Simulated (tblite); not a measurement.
# C4H14AlAs: the cost of one run

The runs use tblite 0.8.0 and PySCF 2.14.0, with density-fitted response routines of our own; the level of theory stands in each step. All values are computed, except where a source is named. Atoms are numbered from 0 throughout.

**1. The molecule as given**

20 atoms, charge 0, multiplicity 1; geometry from: force field or distance geometry start.

Bonds of the start (Å): C0–C1 1.51, C1–As2 1.96, As2–C3 1.99, As2–C4 1.96, As2–Al5 2.43, C0–H6 1.11, C0–H7 1.09, C0–H8 1.11, C1–H9 1.13, C1–H10 1.11, C3–H11 1.10, C3–H12 1.11, C3–H13 1.10, C4–H14 1.11, C4–H15 1.10, C4–H16 1.10, Al5–H17 1.60, Al5–H18 1.60, Al5–H19 1.61.

**2. Optimising the geometry with GFN2-xTB**

Job settings and geometry (Å):

```
{"job": {"kind": "relax", "xc": "GFN2-xTB", "basis": "xTB"}, "charge": 0, "multiplicity": 1}
C      0.881400     2.187200    -0.063100
C     -0.462500     1.575500     0.257800
As    -0.310500    -0.374000     0.117900
C     -1.651700    -0.933400    -1.245100
C     -0.711600    -1.157600     1.872800
Al     1.831900    -1.125600    -0.740000
H      0.703100     3.247600    -0.328300
H      1.282500     1.649600    -0.927300
H      1.524200     2.115800     0.837100
H     -0.803900     1.820900     1.307600
H     -1.245600     1.920600    -0.450300
H     -1.196300    -0.743600    -2.227200
H     -2.536800    -0.275600    -1.083800
H     -1.886500    -1.995300    -1.071600
H     -0.196100    -0.558400     2.655900
H     -0.305700    -2.177600     1.879700
H     -1.798000    -1.091800     2.009900
H      1.804100    -1.281700    -2.336700
H      3.035000    -0.175200    -0.297400
H      2.037700    -2.617000    -0.171000
```

Command:

```sh
$ OMP_NUM_THREADS=1 python probes_run.py task.json out
```

The driver reads the jobs from task.json and runs them one after another.

**Question.** How long does this first job take on 1 thread of Arm Neoverse V1, shared host, and how much memory does it need?

About 2.1 s, with a peak of 0.18 GiB.
